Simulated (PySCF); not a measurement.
# C13H10OSe: NMR shieldings

Wanted: NMR shieldings for C13H10OSe (`O=C([Se]c1ccccc1)c1ccccc1`).

Programs: PySCF 2.14.0, with routines of our own; each step states its level. All values are computed. Atoms count from 0.

## (1) The starting structure

25 atoms, charge 0, multiplicity 1; geometry from: GFN2-xTB.

## (2) NMR shieldings: PBE/pcSseg-1 Se:us-x2c-TZVPall-2c, spin–orbit

Job settings and geometry (Å):

```
{"job": {"kind": "hnmr", "xc": "PBE", "basis": {"default": "pcSseg-1", "Se": "us-x2c-TZVPall-2c"}, "rel": "so"}, "charge": 0, "multiplicity": 1}
O      0.023999    -1.261337    -0.047641
C      0.582223    -0.212869     0.120298
Se    -0.491727     1.418508     0.187006
C     -2.210782     0.592575    -0.050433
C     -2.450835    -0.198049    -1.161508
C     -3.685094    -0.805818    -1.302796
C     -4.674810    -0.604327    -0.355125
C     -4.433109     0.207769     0.740531
C     -3.196524     0.806703     0.899625
C      2.030172    -0.027584     0.286323
C      2.838253    -1.164946     0.232493
C      4.206470    -1.048953     0.381313
C      4.779461     0.196886     0.584344
C      3.981661     1.330015     0.638721
C      2.612795     1.220066     0.490341
H     -1.679902    -0.346332    -1.903167
H     -3.874578    -1.436265    -2.158961
H     -5.637537    -1.079643    -0.472082
H     -5.205787     0.370924     1.477741
H     -2.993089     1.434191     1.756638
H      2.372949    -2.126422     0.074052
H      4.828813    -1.930399     0.339545
H      5.849644     0.285917     0.699096
H      4.429529     2.299391     0.797221
H      1.986871     2.104144     0.534251
```

Method: PBE/pcSseg-1 Se:us-x2c-TZVPall-2c GIAO NMR shielding, X2C with spin-orbit coupling, screened-nuclear two-electron part, Gaussian nuclei, gas phase.

Launch:

```console
$ OMP_NUM_THREADS=1 python heavy_run.py task.json out
```

This one command runs all jobs of the session in turn.

The program printed:

```text
spin-free SCF
coarse grid: 104576 points
cycle   1  E = -3005.4411281296  dE =  2.321e+00  |g| = 1.064e+00  |ddm| = 5.501e+00
cycle   2  E = -3003.3577287948  dE =  2.083e+00  |g| = 3.090e+00  |ddm| = 4.451e+00
cycle   3  E = -3005.5571707876  dE = -2.199e+00  |g| = 6.566e-01  |ddm| = 4.107e+00
cycle   4  E = -3005.6584639489  dE = -1.013e-01  |g| = 2.613e-01  |ddm| = 1.057e+00
cycle   5  E = -3005.6643897185  dE = -5.926e-03  |g| = 2.041e-01  |ddm| = 4.484e-01
cycle   6  E = -3005.6751832736  dE = -1.079e-02  |g| = 5.981e-02  |ddm| = 2.694e-01
cycle   7  E = -3005.6762040260  dE = -1.021e-03  |g| = 1.874e-02  |ddm| = 8.180e-02
cycle   8  E = -3005.6762878717  dE = -8.385e-05  |g| = 6.079e-03  |ddm| = 2.164e-02
cycle   9  E = -3005.6762940827  dE = -6.211e-06  |g| = 3.418e-03  |ddm| = 9.393e-03
cycle  10  E = -3005.6762965906  dE = -2.508e-06  |g| = 1.230e-03  |ddm| = 3.852e-03
final grid: 223712 points
cycle  11  E = -3005.6762218851  dE =  2.588e-06  |g| = 3.521e-03  |ddm| = 8.576e-03
cycle  12  E = -3005.6761940231  dE =  2.786e-05  |g| = 1.114e-02  |ddm| = 1.577e-02
cycle  13  E = -3005.6762248404  dE = -3.082e-05  |g| = 1.179e-03  |ddm| = 1.200e-02
cycle  14  E = -3005.6762251694  dE = -3.290e-07  |g| = 2.098e-04  |ddm| = 1.209e-03
cycle  15  E = -3005.6762251793  dE = -9.884e-09  |g| = 6.174e-05  |ddm| = 2.490e-04
converged SCF energy = -3005.6762251793
two-component SCF
cycle   1  E = -3005.6217875525  dE = -3.006e+03  |FDS-SDF| = 8.059e+00
cycle   2  E = -3005.7388999829  dE = -1.171e-01  |FDS-SDF| = 7.468e-03
cycle   3  E = -3005.7388997351  dE =  2.478e-07  |FDS-SDF| = 2.088e-03
cycle   4  E = -3005.7388977134  dE =  2.022e-06  |FDS-SDF| = 3.491e-03
cycle   5  E = -3005.7389000053  dE = -2.292e-06  |FDS-SDF| = 1.009e-03
cycle   6  E = -3005.7389001990  dE = -1.937e-07  |FDS-SDF| = 1.260e-04
cycle   7  E = -3005.7389002033  dE = -4.332e-09  |FDS-SDF| = 3.410e-05
converged, E = -3005.7389002033

Field gradients (au) and densities at the nuclei (bohr^-3)
atom        Vxx        Vyy        Vzz        centre      nuclear mean
  0 O      0.5323     0.8980    -1.4303        282.551        282.551
  1 C     -0.0538    -0.3110     0.3648        114.606        114.606
  2 Se     0.5581     3.9841    -4.5421      35341.122      35317.203
  3 C      0.1344     0.1549    -0.2893        114.534        114.534
  4 C     -0.1326    -0.1715     0.3041        114.554        114.554
  5 C     -0.1234    -0.1765     0.3000        114.540        114.540
  6 C     -0.1257    -0.1810     0.3067        114.537        114.537
  7 C     -0.1194    -0.1745     0.2939        114.537        114.537
  8 C     -0.1206    -0.1673     0.2879        114.551        114.551
  9 C     -0.0373    -0.1956     0.2329        114.532        114.532
 10 C     -0.1536    -0.1965     0.3500        114.560        114.560
 11 C     -0.1337    -0.1783     0.3121        114.540        114.540
 12 C     -0.1460    -0.1949     0.3409        114.550        114.550
 13 C     -0.1325    -0.1696     0.3021        114.536        114.536
 14 C     -0.1346    -0.1864     0.3210        114.555        114.554
 15 H     -0.1511    -0.1736     0.3247          0.391          0.391
 16 H     -0.1543    -0.1734     0.3277          0.392          0.392
 17 H     -0.1547    -0.1733     0.3280          0.392          0.392
 18 H     -0.1540    -0.1732     0.3272          0.392          0.392
 19 H     -0.1515    -0.1712     0.3227          0.391          0.391
 20 H     -0.1545    -0.1665     0.3211          0.388          0.388
 21 H     -0.1542    -0.1726     0.3268          0.391          0.391
 22 H     -0.1548    -0.1716     0.3264          0.391          0.391
 23 H     -0.1541    -0.1731     0.3272          0.392          0.392
 24 H     -0.1445    -0.1701     0.3146          0.389          0.389
without picture change
  2 Se                          -4.6878                     53243.810

Core orbital energies (eV)
atom   shell        mean    spread
  2 Se 1s       -12491.018   0.000
  2 Se 2s        -1605.707   0.000
  2 Se 3s         -212.375   0.000
  2 Se 4s          -18.729   0.000
  2 Se 2p1/2     -1440.228   0.000
  2 Se 2p3/2     -1398.970   0.052
  2 Se 3p1/2      -155.847   0.000
  2 Se 3p3/2      -150.011   0.164
  2 Se 3d3/2       -52.676   0.181
  2 Se 3d5/2       -51.826   0.236

vertical triplet (scalar unrestricted SCF): 3.182 eV

Shielding tensors (ppm)
atom      isotropic    diamagn.    paramagn.     s11        s22        s33       span
  0 O      -250.71      406.64     -657.35    -788.16    -265.00     301.03    1089.18
  1 C       -12.80      251.74     -264.54     -86.43      -6.56      54.58     141.01
  2 Se     1279.76     2881.96    -1602.19     640.72    1434.65    1763.92    1123.19
  3 C        47.84      255.88     -208.04     -46.48      38.18     151.81     198.29
  4 C        39.46      250.57     -211.11     -64.54      28.07     154.85     219.38
  5 C        50.37      252.56     -202.20     -55.73      37.88     168.96     224.69
  6 C        51.59      252.00     -200.41     -55.04      35.65     174.16     229.20
  7 C        51.06      252.65     -201.58     -55.42      39.56     169.03     224.45
  8 C        44.81      249.65     -204.84     -58.12      40.45     152.10     210.22
  9 C        43.31      261.41     -218.10     -44.41      24.99     149.34     193.75
 10 C        53.11      244.29     -191.17     -47.31      30.11     176.55     223.86
 11 C        50.02      252.84     -202.81     -57.05      35.17     171.95     229.00
 12 C        45.31      252.17     -206.87     -63.58      28.52     170.98     234.56
 13 C        50.83      251.40     -200.57     -56.35      36.12     172.71     229.06
 14 C        49.28      251.66     -202.38     -48.91      29.15     167.61     216.52
 15 H        23.87       34.84      -10.97      19.54      21.36      30.70      11.16
 16 H        23.98       30.16       -6.19      20.86      24.05      27.03       6.17
 17 H        24.06       26.95       -2.88      21.00      24.69      26.49       5.49
 18 H        24.09       27.85       -3.76      20.78      24.55      26.95       6.17
 19 H        23.92       33.86       -9.94      19.02      22.68      30.06      11.04
 20 H        23.40       33.37       -9.97      18.95      23.11      28.16       9.21
 21 H        23.93       28.10       -4.16      20.64      24.19      26.97       6.34
 22 H        23.85       26.37       -2.52      20.94      23.97      26.64       5.70
 23 H        23.93       28.84       -4.91      20.62      23.83      27.35       6.73
 24 H        23.23       34.76      -11.53      17.69      21.23      30.79      13.10
```

Run time: 5.1 min. Hardware: 1 thread of Arm Neoverse V1, shared host; peak memory 2.1 GiB.

From this job:

| quantity | value |
| --- | --- |
| energy from spin-orbit coupling | -0.0627 Eh |

## (3) NMR shieldings: PBE/pcSseg-1 Se:us-x2c-TZVPall-2c, spin-free

The job, as its differences from that of step 2:

```diff
@@ -1,2 +1,2 @@
-{"job": {"kind": "hnmr", "xc": "PBE", "basis": {"default": "pcSseg-1", "Se": "us-x2c-TZVPall-2c"}, "rel": "so"}, "charge": 0, "multiplicity": 1}
+{"job": {"kind": "hnmr", "xc": "PBE", "basis": {"default": "pcSseg-1", "Se": "us-x2c-TZVPall-2c"}, "rel": "sf"}, "charge": 0, "multiplicity": 1}
 O      0.023999    -1.261337    -0.047641
```

Method: PBE/pcSseg-1 Se:us-x2c-TZVPall-2c GIAO NMR shielding, spin-free X2C, Gaussian nuclei, gas phase.

The program printed:

```text
spin-free SCF
coarse grid: 104576 points
cycle   1  E = -3005.4411281296  dE =  2.321e+00  |g| = 1.064e+00  |ddm| = 5.501e+00
cycle   2  E = -3003.3577287948  dE =  2.083e+00  |g| = 3.090e+00  |ddm| = 4.451e+00
cycle   3  E = -3005.5571707876  dE = -2.199e+00  |g| = 6.566e-01  |ddm| = 4.107e+00
cycle   4  E = -3005.6584639489  dE = -1.013e-01  |g| = 2.613e-01  |ddm| = 1.057e+00
cycle   5  E = -3005.6643897185  dE = -5.926e-03  |g| = 2.041e-01  |ddm| = 4.484e-01
cycle   6  E = -3005.6751832736  dE = -1.079e-02  |g| = 5.981e-02  |ddm| = 2.694e-01
cycle   7  E = -3005.6762040260  dE = -1.021e-03  |g| = 1.874e-02  |ddm| = 8.180e-02
cycle   8  E = -3005.6762878717  dE = -8.385e-05  |g| = 6.079e-03  |ddm| = 2.164e-02
cycle   9  E = -3005.6762940827  dE = -6.211e-06  |g| = 3.418e-03  |ddm| = 9.393e-03
cycle  10  E = -3005.6762965906  dE = -2.508e-06  |g| = 1.230e-03  |ddm| = 3.852e-03
final grid: 223712 points
cycle  11  E = -3005.6762218851  dE =  2.588e-06  |g| = 3.521e-03  |ddm| = 8.576e-03
cycle  12  E = -3005.6761940231  dE =  2.786e-05  |g| = 1.114e-02  |ddm| = 1.577e-02
cycle  13  E = -3005.6762248404  dE = -3.082e-05  |g| = 1.179e-03  |ddm| = 1.200e-02
cycle  14  E = -3005.6762251694  dE = -3.290e-07  |g| = 2.098e-04  |ddm| = 1.209e-03
cycle  15  E = -3005.6762251793  dE = -9.884e-09  |g| = 6.174e-05  |ddm| = 2.490e-04
converged SCF energy = -3005.6762251793
check of the scalar solution
cycle   1  E = -3005.6762251792  dE = -3.006e+03  |FDS-SDF| = 6.174e-05
cycle   2  E = -3005.6762251735  dE =  5.756e-09  |FDS-SDF| = 1.565e-04
cycle   3  E = -3005.6762251803  dE = -6.809e-09  |FDS-SDF| = 1.930e-05
converged, E = -3005.6762251803

Field gradients (au) and densities at the nuclei (bohr^-3)
atom        Vxx        Vyy        Vzz        centre      nuclear mean
  0 O      0.5325     0.8981    -1.4306        282.551        282.551
  1 C     -0.0536    -0.3111     0.3647        114.606        114.606
  2 Se     0.5575     3.9858    -4.5433      35338.912      35314.993
  3 C      0.1345     0.1550    -0.2894        114.534        114.534
  4 C     -0.1326    -0.1715     0.3041        114.554        114.554
  5 C     -0.1234    -0.1765     0.3000        114.540        114.540
  6 C     -0.1257    -0.1810     0.3067        114.537        114.537
  7 C     -0.1194    -0.1745     0.2939        114.537        114.537
  8 C     -0.1206    -0.1673     0.2879        114.551        114.551
  9 C     -0.0373    -0.1956     0.2329        114.532        114.532
 10 C     -0.1536    -0.1965     0.3501        114.560        114.560
 11 C     -0.1337    -0.1783     0.3121        114.540        114.540
 12 C     -0.1460    -0.1949     0.3409        114.550        114.550
 13 C     -0.1325    -0.1696     0.3021        114.536        114.536
 14 C     -0.1346    -0.1864     0.3210        114.555        114.554
 15 H     -0.1511    -0.1736     0.3247          0.391          0.391
 16 H     -0.1543    -0.1734     0.3277          0.392          0.392
 17 H     -0.1547    -0.1733     0.3280          0.392          0.392
 18 H     -0.1540    -0.1732     0.3272          0.392          0.392
 19 H     -0.1515    -0.1712     0.3227          0.391          0.391
 20 H     -0.1545    -0.1665     0.3211          0.388          0.388
 21 H     -0.1542    -0.1726     0.3268          0.391          0.391
 22 H     -0.1548    -0.1716     0.3264          0.391          0.391
 23 H     -0.1541    -0.1731     0.3272          0.392          0.392
 24 H     -0.1445    -0.1701     0.3146          0.389          0.389
without picture change
  2 Se                          -4.6891                     53244.246

Core orbital energies (eV)
atom   shell        mean    spread
  2 Se 1s       -12491.193   0.000
  2 Se 2s        -1605.738   0.000
  2 Se 3s         -212.381   0.000
  2 Se 4s          -18.731   0.000
  2 Se 2p        -1412.517   0.089
  2 Se 3p         -151.927   0.278
  2 Se 3d          -52.169   0.256

Shielding tensors (ppm)
atom      isotropic    diamagn.    paramagn.     s11        s22        s33       span
  0 O      -253.46      406.09     -659.56    -788.34    -274.35     302.30    1090.64
  1 C       -21.31      251.51     -272.82     -96.66     -15.50      48.24     144.91
  2 Se     1013.23     3019.22    -2006.00     407.36    1124.60    1507.72    1100.36
  3 C        39.53      255.82     -216.29     -47.18      29.97     135.81     183.00
  4 C        39.64      250.50     -210.86     -64.33      28.04     155.20     219.53
  5 C        50.04      252.46     -202.41     -55.82      37.52     168.42     224.24
  6 C        51.15      251.92     -200.77     -55.31      35.22     173.54     228.85
  7 C        50.79      252.54     -201.75     -55.54      39.26     168.65     224.19
  8 C        45.24      249.63     -204.39     -57.34      40.46     152.61     209.94
  9 C        44.97      261.50     -216.53     -41.83      27.38     149.36     191.20
 10 C        52.66      244.08     -191.43     -47.70      29.60     176.06     223.76
 11 C        49.67      252.71     -203.04     -57.31      34.96     171.36     228.68
 12 C        44.77      252.08     -207.31     -64.13      28.00     170.45     234.58
 13 C        50.50      251.28     -200.78     -56.66      35.89     172.26     228.92
 14 C        49.48      251.53     -202.05     -48.60      28.45     168.58     217.18
 15 H        23.87       34.83      -10.96      19.62      21.29      30.70      11.09
 16 H        23.96       30.17       -6.21      20.79      24.01      27.07       6.28
 17 H        24.08       26.94       -2.86      20.99      24.70      26.55       5.56
 18 H        24.07       27.86       -3.78      20.69      24.53      27.00       6.32
 19 H        23.99       33.83       -9.84      19.15      22.72      30.12      10.97
 20 H        23.42       33.37       -9.95      18.87      23.14      28.27       9.40
 21 H        23.93       28.09       -4.17      20.59      24.21      26.98       6.38
 22 H        23.88       26.37       -2.49      20.90      24.01      26.73       5.82
 23 H        23.93       28.84       -4.90      20.58      23.83      27.39       6.81
 24 H        23.24       34.76      -11.52      17.68      21.19      30.84      13.17
```

It took 2 min on 1 thread of Arm Neoverse V1, shared host; peak memory 2 GiB.

## (4) Shieldings side by side

```
                                                  run     Se2     C1    C3      O0    C9   C12   C10     time
step 2, PBE/pcSseg-1 Se:us-x2c-TZVPall-2c, spin–orbit  1279.8  -12.8  47.8  -250.7  43.3  45.3  53.1  5.1 min
 step 3, PBE/pcSseg-1 Se:us-x2c-TZVPall-2c, spin-free  1013.2  -21.3  39.5  -253.5  45.0  44.8  52.7    2 min
```

## (5) Results

```
                                                                               quantity                                                                                                                                                 value
energy from spin-orbit coupling (step 2, PBE/pcSseg-1 Se:us-x2c-TZVPall-2c, spin–orbit)                                                                                                                                            -0.0627 Eh
                     shieldings (step 2, PBE/pcSseg-1 Se:us-x2c-TZVPall-2c, spin–orbit)  O0 -250.7, C1 -12.8, Se2 1279.8, C3 47.8, C4 39.5, C5 50.4, C6 51.6, C7 51.1, C8 44.8, C9 43.3, C10 53.1, C11 50.0, C12 45.3, C13 50.8, C14 49.3 ppm
                      shieldings (step 3, PBE/pcSseg-1 Se:us-x2c-TZVPall-2c, spin-free)  O0 -253.5, C1 -21.3, Se2 1013.2, C3 39.5, C4 39.6, C5 50.0, C6 51.1, C7 50.8, C8 45.2, C9 45.0, C10 52.7, C11 49.7, C12 44.8, C13 50.5, C14 49.5 ppm
```

What this shows: Se2 moves most between the runs, by 267 ppm; the labels say what changes from run to run.
